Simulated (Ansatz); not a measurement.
# H₆NOSi₂ radical: two torsions

How does the energy of H6NOSi2, SMILES N[Si](O)[SiH3], spin multiplicity 2 change over two coordinates at once? A grid of runs gives the map.

The runs use Ansatz 0.2.0; UKS B3LYP-D4/def2-SVP.

## 1. The starting structure

SMILES `N[Si](O)[SiH3]`, 10 atoms, charge 0, spin multiplicity 2.

Atoms are counted from 1 here; the program's logs count them from 0.

Bond lengths: N1–Si2 1.762 Å, N1–H5 1.026 Å, N1–H6 1.025 Å, Si2–O3 1.694 Å, Si2–Si4 2.385 Å, O3–H7 0.977 Å, Si4–H8 1.505 Å, Si4–H9 1.509 Å, Si4–H10 1.511 Å. Angles: Si2–N1–H5 117.9°, Si2–N1–H6 118.7°, H5–N1–H6 109.5°, N1–Si2–O3 106.2°, N1–Si2–Si4 105.4°, O3–Si2–Si4 112.6°, Si2–O3–H7 113.0°, Si2–Si4–H8 109.3°, Si2–Si4–H9 108.8°, Si2–Si4–H10 113.9°, H8–Si4–H9 108.2°, H8–Si4–H10 108.3°, H9–Si4–H10 108.2°.

As a file:

```xyz
10

N     0.0659    1.6603   -0.4938
Si   -0.0319   -0.0307   -0.9804
O     1.5223   -0.4635   -1.4979
Si   -0.7105   -1.2158    0.9743
H     0.3794    2.3433   -1.1924
H    -0.7039    2.0600    0.0530
H     2.2274    0.0491   -1.0566
H    -0.9447   -2.6610    0.6241
H    -2.0127   -0.6348    1.4687
H     0.2918   -1.1581    2.1039
```

This geometry comes from a loose relaxation at PBE in a small basis, which is not shown.

## 3. Setting up the map

First coordinate, dihedral Si4–Si2–O3–H7: 10 values from −180 to 144 °, periodic. Second coordinate, dihedral H5–N1–Si2–Si4: 10 values from −180 to 144 °, periodic.

Nothing else is relaxed (all other coordinates rigid). Energies count from the relaxed molecule at the same level. Points are written as (first, second).

(The set-up runs are not shown.)

## 4. The run at (108°, −180°)

Contents of input.yaml:

```yaml
crystal:
  periodic: [false, false, false]
  atoms:
    - { symbol: "N", position_ang: [0.040786, 1.65491, -0.501683] }
    - { symbol: Si, position_ang: [-0.034035, -0.027613, -0.977302] }
    - { symbol: O, position_ang: [1.542442, -0.501369, -1.314064] }
    - { symbol: Si, position_ang: [-0.955497, -1.182514, 0.890232] }
    - { symbol: H, position_ang: [0.407797, 2.344754, -1.154758] }
    - { symbol: H, position_ang: [-0.728027, 2.057147, 0.030143] }
    - { symbol: H, position_ang: [1.657839, -1.037781, -2.111306] }
    - { symbol: H, position_ang: [-1.196059, -2.610661, 0.530602] }
    - { symbol: H, position_ang: [-2.269981, -0.555769, 1.235776] }
    - { symbol: H, position_ang: [-0.084535, -1.142406, 2.108622] }
magnetization:
  spin_polarized: true
  initial_magnetization: 1
basis:
  gaussian: { orbitals: def2-SVP }
hamiltonian:
  xc: { name: B3LYP }
  dispersion: d4
output:
  forces: true
```

Started as:

```bash
$ ansatz run input.yaml --threads 1 --pin off --max-ram 2560MiB --backend cpu --events-out ev --progress --plain --runs-dir out
```

The session goes on with these runs: the other points that were computed.

Q: Predict the outcome of this session. Wanted: lowest point; highest computed point; dipole moment; largest force on an atom.

**Answer**, as computed:

| quantity | value |
| --- | --- |
| lowest point | (108°, −180°), −213 cm⁻¹ |
| highest computed point | (−36°, −108°), 2569 cm⁻¹ above the lowest |
| dipole moment (D) | 0.23 at (72°, −72°) to 3.14 at (−144°, 144°); 1.95 at the lowest point |
| largest force on an atom (eV/Å) | 0.07 at (−108°, −180°) to 0.95 at (−36°, 36°); 0.33 at the lowest point |
| time for the whole task | 10 min on 1 thread, shared host |

In words: The lowest computed point is at (108°, −180°), −213 cm⁻¹ from the relaxed molecule at the same level. There are further wells near (−72°, −180°) (300 cm⁻¹ above the lowest at that grid point); (108°, 0°) (483 cm⁻¹ above the lowest at that grid point). The highest computed point, (−36°, −108°), lies 2569 cm⁻¹ above the lowest. On the interpolated surface the easiest way out of the lowest well to the well at (−72°, −180°) passes a barrier of about 590 cm⁻¹. Round the minimum the two coordinates are nearly uncoupled.
